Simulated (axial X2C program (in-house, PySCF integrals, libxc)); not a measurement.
# Ga₂⁻: bond curves with and without spin–orbit coupling

What are the state, bond length, wavenumber and bond energy of Ga₂⁻, and what does spin–orbit coupling change?

Method: all-electron X2C, Ga dyall-av3z; program: an in-house X2C program for linear molecules on PySCF integrals.

All values are calculated.

**1. The job**

The input, task.json:

```json
{
 "zs": [
  31,
  31
 ],
 "q": -1,
 "bas": [
  "dyall-av3z",
  "dyall-av3z"
 ],
 "levels": [
  "PBE0",
  "HF",
  "PBE50",
  "BLYP"
 ],
 "cc": false,
 "r0": 2.48,
 "npts": 10,
 "nst": 2,
 "ntry": 6,
 "opt": {
  "gaunt": 0
 }
}
```

Keys: zs atomic numbers; q charge; bas basis sets; levels methods (HF also brings MP2); cc coupled cluster on or off; r0 starting distance in Å; npts points asked for on the curve; nst determinants followed; ntry starts of the search; gaunt Gaunt term on or off.

Run with:

```
> python so2c.py task.json out
```

Spin-free means the one-electron spin-free X2C Hamiltonian; two-component (2c) means X2C with spin–orbit coupling and atomic mean-field two-electron Coulomb terms, the Gaunt term switched off. Basis: Ga dyall-av3z contracted to [10s10p8d2f]; Gaussian nuclei, density fitting. Masses: Ga 68.926 u.

Notation: σ, π±, δ± give the projection m of an orbital's angular momentum (0, ±1, ±2), α and β its spin, Λ and M_S the sums; ω is the projection of a spinor's total angular momentum and Ω the sum. Logs are in hartree.

The results follow Hamiltonian by Hamiltonian and level by level.

**2. Search for the lowest determinant**

Determinants are compared with PBE0 at 2.480 Å.

Spin-free determinants:

| ΔE (eV) | state | open shells |
| --- | --- | --- |
| 0.00 | M_S = 3/2, Λ = 0 | beyond closed shells: σα, π+α, π-α |
| 0.26 | M_S = 1/2, Λ = 0 | beyond closed shells: σβ, π+α, π-α |
| 0.58 | M_S = 1/2, Λ = 2 | beyond closed shells: σα, π+α, π+β |
| 0.58 | M_S = 1/2, Λ = 0 | beyond closed shells: σα, π+β, π-α |
| 0.81 | M_S = 1/2, Λ = 1 | beyond closed shells: π+α, π+β, π-α |
| 0.90 | M_S = 1/2, Λ = 1 | beyond closed shells: π+α |
| 1.67 | M_S = 3/2, Λ = 1 | beyond closed shells: 2 × π+α, π-α |

Two-component determinants:

```csv
ΔE (eV),state,open shells
0.00,Ω = 3/2,excess of +ω over −ω: ω = 3/2
0.26,Ω = 1/2,"excess of +ω over −ω: 2 × ω = -1/2, ω = 3/2"
0.52,Ω = 1/2,excess of +ω over −ω: ω = 1/2
0.58,Ω = 5/2,"excess of +ω over −ω: 2 × ω = 1/2, ω = 3/2"
0.64,Ω = 1/2,excess of +ω over −ω: ω = 1/2
1.69,Ω = 5/2,"excess of +ω over −ω: ω = -1/2, 2 × ω = 3/2"
1.77,Ω = 7/2,"excess of +ω over −ω: ω = 1/2, 2 × ω = 3/2"
```

**3. PBE0, spin-free**

State followed: M_S = 3/2, Λ = 0 (beyond closed shells: σα, π+α, π-α). The scan is laid around 2.514 Å, a first estimate of the minimum, and this SCF restarts from the orbitals of the search.

The SCF at the reference distance of 2.514 Å:

```text
spin-free X2C-1e  PBE0
basis functions 188  fitting functions 1146  grid points 5800
iter        total energy     max residual
   1      -3885.442734033     2.29e+00
   2      -3887.350449071     3.06e-02
   3      -3887.336503444     5.87e-02
   4      -3887.368078823     5.25e-03
   5      -3887.368910090     1.10e-03
   6      -3887.368934353     2.51e-04
   7      -3887.368935494     1.54e-05
   8      -3887.368935516     3.05e-06
   9      -3887.368935517     4.92e-07
converged
one-electron -5833.55849855  Coulomb 1895.78337147  exact exchange -37.24533117  xc functional -114.63141270  nuclear repulsion 202.28293544
```

Along the bond, energies from the lowest point:

```
R (Å)  E (eV)  HOMO (eV)  LUMO (eV)  iterations
2.187  0.3991       0.23       1.99          11
2.288  0.1630       0.16       1.98          11
2.363  0.0633       0.11       1.98          10
2.439  0.0129       0.07       1.97          10
2.514  0.0000       0.04       1.96           9
2.602  0.0203       0.10       1.95          10
2.690  0.0683       0.14       1.94          10
2.803  0.1577       0.18       1.92          10
2.941  0.2929       0.23       1.91          10
3.143  0.5130       0.28       1.88          11
```

Outer orbitals at the reference distance:

```json
{"symmetry": "σα", "occupied": "yes", "ε (eV)": "-17.26", "atomic character": "100% Ga d"}
{"symmetry": "σβ", "occupied": "yes", "ε (eV)": "-17.16", "atomic character": "100% Ga d"}
{"symmetry": "π-α", "occupied": "yes", "ε (eV)": "-17.14", "atomic character": "100% Ga d"}
{"symmetry": "π+α", "occupied": "yes", "ε (eV)": "-17.14", "atomic character": "100% Ga d"}
{"symmetry": "δ+α", "occupied": "yes", "ε (eV)": "-17.11", "atomic character": "100% Ga d"}
{"symmetry": "δ-α", "occupied": "yes", "ε (eV)": "-17.11", "atomic character": "100% Ga d"}
{"symmetry": "δ+α", "occupied": "yes", "ε (eV)": "-17.08", "atomic character": "100% Ga d"}
{"symmetry": "δ-α", "occupied": "yes", "ε (eV)": "-17.08", "atomic character": "100% Ga d"}
{"symmetry": "π+β", "occupied": "yes", "ε (eV)": "-17.05", "atomic character": "100% Ga d"}
{"symmetry": "π-β", "occupied": "yes", "ε (eV)": "-17.05", "atomic character": "100% Ga d"}
{"symmetry": "δ-β", "occupied": "yes", "ε (eV)": "-17.05", "atomic character": "100% Ga d"}
{"symmetry": "δ+β", "occupied": "yes", "ε (eV)": "-17.05", "atomic character": "100% Ga d"}
{"symmetry": "δ+β", "occupied": "yes", "ε (eV)": "-17.03", "atomic character": "100% Ga d"}
{"symmetry": "δ-β", "occupied": "yes", "ε (eV)": "-17.03", "atomic character": "100% Ga d"}
{"symmetry": "π+α", "occupied": "yes", "ε (eV)": "-16.97", "atomic character": "100% Ga d"}
{"symmetry": "π-α", "occupied": "yes", "ε (eV)": "-16.97", "atomic character": "100% Ga d"}
{"symmetry": "π-β", "occupied": "yes", "ε (eV)": "-16.91", "atomic character": "100% Ga d"}
{"symmetry": "π+β", "occupied": "yes", "ε (eV)": "-16.91", "atomic character": "100% Ga d"}
{"symmetry": "σα", "occupied": "yes", "ε (eV)": "-16.88", "atomic character": "100% Ga d"}
{"symmetry": "σβ", "occupied": "yes", "ε (eV)": "-16.82", "atomic character": "100% Ga d"}
{"symmetry": "σα", "occupied": "yes", "ε (eV)": "-7.26", "atomic character": "78% Ga s, 14% Ga p, 6% Ga d"}
{"symmetry": "σβ", "occupied": "yes", "ε (eV)": "-5.75", "atomic character": "80% Ga s, 12% Ga p, 6% Ga d"}
{"symmetry": "σα", "occupied": "yes", "ε (eV)": "-4.02", "atomic character": "59% Ga s, 30% Ga p, 8% Ga d"}
{"symmetry": "σβ", "occupied": "yes", "ε (eV)": "-2.81", "atomic character": "60% Ga s, 27% Ga p, 9% Ga d"}
{"symmetry": "σα", "occupied": "yes", "ε (eV)": "0.03", "atomic character": "78% Ga p, 16% Ga s, 6% Ga d"}
{"symmetry": "π+α", "occupied": "yes", "ε (eV)": "0.04", "atomic character": "91% Ga p, 6% Ga d"}
{"symmetry": "π-α", "occupied": "yes", "ε (eV)": "0.04", "atomic character": "91% Ga p, 6% Ga d"}
{"symmetry": "σα", "occupied": "no", "ε (eV)": "1.96", "atomic character": "92% Ga p, 7% Ga s"}
{"symmetry": "σβ", "occupied": "no", "ε (eV)": "2.30", "atomic character": "88% Ga p, 12% Ga s"}
{"symmetry": "π-β", "occupied": "no", "ε (eV)": "2.33", "atomic character": "96% Ga p"}
{"symmetry": "π+β", "occupied": "no", "ε (eV)": "2.33", "atomic character": "96% Ga p"}
```

PBE0 fields in the half plane through the axis: z from -2.4 to 4.8 Å across, distance from the axis 0.15 to 2.25 Å upwards; Ga lies at z = 0 and Ga at z = 2.514 Å; the ELF is damped to zero where the density is low.

log10 density (e/bohr³). Ten even steps from '0' (-3.67 ) to '9' (1.37 ):
```
0000111111111111111111000
0011122222222222222211100
0111222232222222322222110
1112233333333333333322211
1122334444433344444332211
1223344555444445554433221
1223445777544456776443321
1223446898654457997543321
```

ELF. Ten even steps from ' ' (0.04 ) to '@' (0.89 ):
```
    ..::--==============================----::..  
  ::--++++****++++++++++++++++++++++++**++++==::..
::==**########********++++++********########**++--
==**##%%%%%%##**++++++********++++++##%%%%%%%%##++
**%%%%@@@@##++--::--==++****++--::--==##%%@@@@%%**
##%%@@@@%%++::......::==**++::........==##@@@@@@%%
%%@@@@@@##--..++##++..::++==..--##**::::**@@@@@@%%
%%@@@@@@##::--%%::%%--..++--..##::****..++@@@@@@%%
```

Re = 2.507 Å, ωe = 200.4 cm⁻¹, ωexe = 0.65 cm⁻¹, Be = 0.07782 cm⁻¹, De = 2.37 eV.

**4. HF, spin-free**

Output at 2.514 Å:

```text
spin-free X2C-1e  HF
basis functions 188  fitting functions 1146  grid points 5800
iter        total energy     max residual
   1      -3884.473516329     1.60e-01
   2      -3884.512896476     1.37e-02
   3      -3884.514355235     1.20e-02
   4      -3884.515432207     1.59e-03
   5      -3884.515545516     6.78e-04
   6      -3884.515573066     2.51e-04
   7      -3884.515576822     6.79e-05
   8      -3884.515577018     2.05e-05
   9      -3884.515577045     1.10e-05
  10      -3884.515577050     2.61e-06
  11      -3884.515577050     1.20e-06
converged
one-electron -5834.25200971  Coulomb 1896.67190840  exact exchange -149.21841118  xc functional 0.00000000  nuclear repulsion 202.28293544
```

Re = 2.568 Å, ωe = 194.8 cm⁻¹, ωexe = 0.545 cm⁻¹, Be = 0.07417 cm⁻¹, De = 1.49 eV.

**5. PBE50, spin-free**

The SCF at the reference distance of 2.514 Å:

```text
spin-free X2C-1e  PBE50
basis functions 188  fitting functions 1146  grid points 5800
iter        total energy     max residual
   1      -3887.383646109     5.32e-02
   2      -3887.388543361     9.61e-03
   3      -3887.388157435     1.32e-02
   4      -3887.389406564     5.25e-04
   5      -3887.389414584     1.37e-04
   6      -3887.389416080     4.68e-05
   7      -3887.389416166     1.76e-05
   8      -3887.389416176     4.71e-06
   9      -3887.389416178     1.27e-06
converged
one-electron -5834.62597635  Coulomb 1896.94067742  exact exchange -74.54797971  xc functional -77.43907297  nuclear repulsion 202.28293544
```

Re = 2.485 Å, ωe = 212.0 cm⁻¹, ωexe = 0.62 cm⁻¹, Be = 0.0792 cm⁻¹, De = 2.32 eV.

**6. BLYP, spin-free**

Output at 2.514 Å:

```text
spin-free X2C-1e  BLYP
basis functions 188  fitting functions 1146  grid points 5800
iter        total energy     max residual
   1      -3888.107718772     6.03e-02
   2      -3888.115933636     2.07e-02
   3      -3888.108506506     3.69e-02
   4      -3888.118968097     2.28e-03
   5      -3888.119002276     2.36e-04
   6      -3888.119003298     1.22e-04
   7      -3888.119003756     1.18e-05
   8      -3888.119003760     4.54e-06
   9      -3888.119003761     1.92e-07
converged
one-electron -5832.16625504  Coulomb 1894.30549030  exact exchange 0.00000000  xc functional -152.54117445  nuclear repulsion 202.28293544
```

Re = 2.580 Å, ωe = 172.5 cm⁻¹, ωexe = 0.702 cm⁻¹, Be = 0.07347 cm⁻¹, De = 2.11 eV.

**7. Correlated methods, spin-free**

Correlated methods: 27 electrons correlated (frozen shells, counted by type: Ga 3 s, 2 p), 265 virtual spinors in MP2.

MP2: Re = 2.458 Å, ωe = 225.0 cm⁻¹, Be = 0.08099 cm⁻¹, De = 2.50 eV.

**8. A higher determinant, spin-free**

State: M_S = 1/2, Λ = 0 (beyond closed shells: σβ, π+α, π-α).

Output at the reference distance:

```text
spin-free X2C-1e  PBE0
basis functions 188  fitting functions 1146  grid points 5800
iter        total energy     max residual
   1      -3885.435852168     2.32e+00
   2      -3887.340674441     3.05e-02
   3      -3887.326466085     5.84e-02
   4      -3887.358414565     5.06e-03
   5      -3887.359241396     9.63e-04
   6      -3887.359263268     2.18e-04
   7      -3887.359264221     1.45e-05
   8      -3887.359264244     3.11e-06
   9      -3887.359264245     8.07e-07
converged
one-electron -5833.29322581  Coulomb 1895.51515692  exact exchange -37.24211829  xc functional -114.62201249  nuclear repulsion 202.28293544
```

```
R (Å)  E above the lowest PBE0 point (eV)
2.187                               0.652
2.288                               0.419
2.363                               0.322
2.439                               0.274
2.514                               0.263
2.602                               0.286
2.690                               0.337
2.803                               0.430
2.941                               0.568
```

Re = 2.501 Å, ωe = 202.9 cm⁻¹, ωexe = 0.667 cm⁻¹, Be = 0.07821 cm⁻¹. ⟨S²⟩ = 1.77 against 0.75 for a pure state, so this determinant mixes spins. Te = 0.26 eV.

**9. The spin-free curves together**

Energy (eV) of the followed determinant, spin-free, from each level's lowest point:

```
R (Å)   PBE0     HF    MP2  PBE50   BLYP
2.187  0.399  0.560  0.332  0.370  0.502
2.288  0.163  0.264  0.114  0.140  0.239
2.363  0.063  0.126  0.031  0.047  0.118
2.439  0.013  0.044  0.000  0.004  0.045
2.514  0.000  0.005  0.008  0.000  0.008
2.602  0.020  0.000  0.055  0.032  0.000
2.690  0.068  0.029  0.130  0.092  0.019
2.803  0.158  0.100  0.254  0.198  0.070
2.941  0.293  0.223  0.430  0.355  0.159
3.143  0.513  0.439  0.702  0.609  0.313
```

**10. PBE0, 2c**

State followed: Ω = 3/2 (excess of +ω over −ω: ω = 3/2). The scan is laid around 2.514 Å, a first estimate of the minimum, and this SCF restarts from the orbitals of the search.

The SCF at the reference distance of 2.514 Å:

```text
two-component X2C + atomic mean field  PBE0
basis functions 188  fitting functions 1146  grid points 5800
iter        total energy     max residual
   1      -3886.167985082     2.29e+00
   2      -3888.020814453     3.05e-02
   3      -3888.007056951     5.86e-02
   4      -3888.038401693     5.27e-03
   5      -3888.039231207     1.10e-03
   6      -3888.039255424     2.52e-04
   7      -3888.039256577     1.54e-05
   8      -3888.039256599     3.06e-06
   9      -3888.039256600     4.91e-07
converged
one-electron -5834.98382288  Coulomb 1895.96731235  exact exchange -37.24954461  xc functional -114.64498994  nuclear repulsion 202.28293544  atomic mean-field constant 0.58885305
```

Along the bond, energies from the lowest point:

```
R (Å)  E (eV)  HOMO (eV)  LUMO (eV)  iterations
2.187  0.3965       0.22       1.87          11
2.288  0.1617       0.16       1.92          11
2.363  0.0625       0.11       1.93          11
2.439  0.0126       0.07       1.93          10
2.514  0.0000       0.08       1.93           9
2.602  0.0206       0.13       1.93          10
2.690  0.0688       0.17       1.92          10
2.803  0.1583       0.22       1.91          10
2.941  0.2937       0.26       1.90          10
3.143  0.5137       0.31       1.87          11
```

Outer spinors at the reference distance:

```csv
ω,occupied,ε (eV),atomic character,λ mixture
3/2,yes,-16.93,100% Ga d,"70% π, 30% δ"
5/2,yes,-16.92,100% Ga d,100% δ
5/2,yes,-16.89,100% Ga d,100% δ
-1/2,yes,-16.88,100% Ga d,"61% π, 39% σ"
-3/2,yes,-16.87,100% Ga d,"82% π, 18% δ"
1/2,yes,-16.86,100% Ga d,"75% π, 25% σ"
-5/2,yes,-16.86,100% Ga d,100% δ
-5/2,yes,-16.84,100% Ga d,100% δ
3/2,yes,-16.79,100% Ga d,"84% π, 16% δ"
1/2,yes,-16.75,100% Ga d,"75% σ, 25% π"
-3/2,yes,-16.74,100% Ga d,"90% π, 10% δ"
-1/2,yes,-16.71,100% Ga d,"84% σ, 16% π"
1/2,yes,-7.26,"78% Ga s, 14% Ga p, 6% Ga d",100% σ
-1/2,yes,-5.75,"80% Ga s, 12% Ga p, 6% Ga d",100% σ
1/2,yes,-4.03,"59% Ga s, 30% Ga p, 8% Ga d",100% σ
-1/2,yes,-2.81,"60% Ga s, 27% Ga p, 9% Ga d",100% σ
-1/2,yes,0.01,"91% Ga p, 6% Ga d",100% π
1/2,yes,0.03,"78% Ga p, 16% Ga s, 6% Ga d",100% σ
3/2,yes,0.08,"91% Ga p, 6% Ga d",100% π
1/2,no,1.93,"90% Ga p, 9% Ga s",100% σ
-1/2,no,2.25,"85% Ga p, 15% Ga s",100% σ
1/2,no,2.31,96% Ga p,100% π
-3/2,no,2.34,96% Ga p,100% π
```

PBE0 fields in the half plane through the axis: z from -2.4 to 4.8 Å across, distance from the axis 0.15 to 2.25 Å upwards; Ga lies at z = 0 and Ga at z = 2.514 Å; the ELF is damped to zero where the density is low.

log10 density (e/bohr³). Ten even steps from '0' (-3.67 ) to '9' (1.37 ):
```
0000111111111111111111000
0011122222222222222211100
0111222232222222322222110
1112233333333333333322211
1122334444433344444332211
1223344555444445554433221
1223445777544456776443321
1223446898654457997543321
```

ELF. Ten even steps from ' ' (0.04 ) to '@' (0.89 ):
```
    ..::--==============================----::..  
  ::--++++****++++++++++++++++++++++++**++++==::..
::==**########********++++++++******########**++--
==**##%%%%%%##**++++++********++++++##%%%%%%%%##++
**%%%%@@@@##++--::--==++****++--::--==##%%@@@@%%**
##%%@@@@%%++::......::==**++::........==##@@@@@@%%
%%@@@@@@##--..++##++..::++==..--##**::::**@@@@@@%%
%%@@@@@@##::--%%::%%--..++--..##::****..++@@@@@@%%
```

Re = 2.506 Å, ωe = 200.4 cm⁻¹, ωexe = 0.65 cm⁻¹, Be = 0.07787 cm⁻¹, De = 2.36 eV.

**11. HF, 2c**

Output at 2.514 Å:

```text
two-component X2C + atomic mean field  HF
basis functions 188  fitting functions 1146  grid points 5800
iter        total energy     max residual
   1      -3885.142900483     1.59e-01
   2      -3885.182294529     1.37e-02
   3      -3885.183755529     1.20e-02
   4      -3885.184833650     1.59e-03
   5      -3885.184947320     6.79e-04
   6      -3885.184975049     2.50e-04
   7      -3885.184978893     6.81e-05
   8      -3885.184979118     2.07e-05
   9      -3885.184979159     1.43e-05
  10      -3885.184979172     8.36e-06
  11      -3885.184979176     3.74e-06
  12      -3885.184979177     1.01e-06
converged
one-electron -5835.67724841  Coulomb 1896.85569982  exact exchange -149.23521907  xc functional 0.00000000  nuclear repulsion 202.28293544  atomic mean-field constant 0.58885305
```

Re = 2.567 Å, ωe = 194.8 cm⁻¹, ωexe = 0.545 cm⁻¹, Be = 0.07421 cm⁻¹, De = 1.50 eV.

**12. PBE50, 2c**

Output at 2.514 Å:

```text
two-component X2C + atomic mean field  PBE50
basis functions 188  fitting functions 1146  grid points 5800
iter        total energy     max residual
   1      -3888.053619217     5.32e-02
   2      -3888.058517360     9.65e-03
   3      -3888.058131016     1.32e-02
   4      -3888.059381286     5.26e-04
   5      -3888.059389322     1.37e-04
   6      -3888.059390825     4.69e-05
   7      -3888.059390912     1.77e-05
   8      -3888.059390922     4.69e-06
   9      -3888.059390923     1.27e-06
converged
one-electron -5836.05150256  Coulomb 1897.12479469  exact exchange -74.55639834  xc functional -77.44807319  nuclear repulsion 202.28293544  atomic mean-field constant 0.58885305
```

Re = 2.484 Å, ωe = 212.0 cm⁻¹, ωexe = 0.62 cm⁻¹, Be = 0.07925 cm⁻¹, De = 2.31 eV.

**13. BLYP, 2c**

The SCF at the reference distance of 2.514 Å:

```text
two-component X2C + atomic mean field  BLYP
basis functions 188  fitting functions 1146  grid points 5800
iter        total energy     max residual
   1      -3888.778716767     6.03e-02
   2      -3888.786930723     2.07e-02
   3      -3888.779494961     3.71e-02
   4      -3888.789967386     2.29e-03
   5      -3888.790001564     2.36e-04
   6      -3888.790002595     1.22e-04
   7      -3888.790003052     1.18e-05
   8      -3888.790003056     4.53e-06
   9      -3888.790003057     1.93e-07
converged
one-electron -5833.59156976  Coulomb 1894.48946579  exact exchange 0.00000000  xc functional -152.55968757  nuclear repulsion 202.28293544  atomic mean-field constant 0.58885305
```

Re = 2.580 Å, ωe = 172.4 cm⁻¹, ωexe = 0.702 cm⁻¹, Be = 0.07351 cm⁻¹, De = 2.10 eV.

**14. Correlated methods, 2c**

Correlated methods: 27 electrons correlated (frozen shells, counted by type: Ga 3 s, 2 p), 265 virtual spinors in MP2.

MP2: Re = 2.457 Å, ωe = 225.0 cm⁻¹, Be = 0.08104 cm⁻¹, De = 2.53 eV.

**15. A higher determinant, 2c**

State: Ω = 1/2 (excess of +ω over −ω: 2 × ω = -1/2, ω = 3/2).

Output at the reference distance:

```text
two-component X2C + atomic mean field  PBE0
basis functions 188  fitting functions 1146  grid points 5800
iter        total energy     max residual
   1      -3886.160948311     2.32e+00
   2      -3888.011021497     3.05e-02
   3      -3887.996934685     5.85e-02
   4      -3888.028763202     5.08e-03
   5      -3888.029589930     9.63e-04
   6      -3888.029611779     2.19e-04
   7      -3888.029612742     1.45e-05
   8      -3888.029612765     3.12e-06
   9      -3888.029612766     8.05e-07
converged
one-electron -5834.72043937  Coulomb 1895.70101349  exact exchange -37.24635250  xc functional -114.63562287  nuclear repulsion 202.28293544  atomic mean-field constant 0.58885305
```

```
R (Å)  E above the lowest PBE0 point (eV)
2.187                               0.649
2.288                               0.417
2.363                               0.320
2.439                               0.273
2.514                               0.262
2.602                               0.286
2.690                               0.337
2.803                               0.429
2.941                               0.568
```

Re = 2.500 Å, ωe = 202.8 cm⁻¹, ωexe = 0.669 cm⁻¹, Be = 0.07825 cm⁻¹. Te = 0.26 eV.

**16. The 2c curves together**

Energy (eV) of the followed determinant, 2c, from each level's lowest point:

```
R (Å)   PBE0     HF    MP2  PBE50   BLYP
2.187  0.397  0.557  0.330  0.367  0.499
2.288  0.162  0.262  0.113  0.139  0.238
2.363  0.063  0.125  0.031  0.046  0.117
2.439  0.013  0.044  0.000  0.004  0.044
2.514  0.000  0.004  0.009  0.000  0.008
2.602  0.021  0.000  0.056  0.032  0.000
2.690  0.069  0.029  0.131  0.092  0.019
2.803  0.158  0.100  0.255  0.199  0.071
2.941  0.294  0.223  0.431  0.356  0.160
3.143  0.514  0.439  0.703  0.610  0.313
```

Time for the job: 3.1 min (1 thread, shared host).

**17. Constants**

Lowest determinant that the search found at its distance, spin-free: M_S = 3/2, Λ = 0 (beyond closed shells: σα, π+α, π-α).

Lowest determinant that the search found at its distance, 2c: Ω = 3/2 (excess of +ω over −ω: ω = 3/2).

| Hamiltonian | level | Re (Å) | ωe (cm⁻¹) | De (eV) |
| --- | --- | --- | --- | --- |
| spin-free | PBE0 | 2.507 | 200.4 | 2.37 |
| spin-free | HF | 2.568 | 194.8 | 1.49 |
| spin-free | MP2 | 2.458 | 225.0 | 2.50 |
| spin-free | PBE50 | 2.485 | 212.0 | 2.32 |
| spin-free | BLYP | 2.580 | 172.5 | 2.11 |
| 2c | PBE0 | 2.506 | 200.4 | 2.36 |
| 2c | HF | 2.567 | 194.8 | 1.50 |
| 2c | MP2 | 2.457 | 225.0 | 2.53 |
| 2c | PBE50 | 2.484 | 212.0 | 2.31 |
| 2c | BLYP | 2.580 | 172.4 | 2.10 |

Time per point (s) on 1 thread, shared host (2c runs); the times are rough: PBE0 1.5, HF 1.1, MP2 2.1, PBE50 1.4, BLYP 0.72.

In words: At MP2, going from spin-free to two-component changes Re by -1 mÅ, ωe by 0.0 %, which is small (part of it comes from the scalar share of the two-electron terms). De moves by +0.03 eV; both De rest on single-determinant atoms, which can miss part of an open shell's spin–orbit lowering.

De refers to Ga- + Ga, each in the lowest determinant found, which need not be this curve's own limit. The state is a single determinant with fixed occupations, the lowest that a limited PBE0 search found. Dissociation energies refer to the lowest single-determinant-based atoms at the same level and basis. Density functionals use the spin component along the axis (collinear). With several unpaired electrons one determinant need not be a pure state.
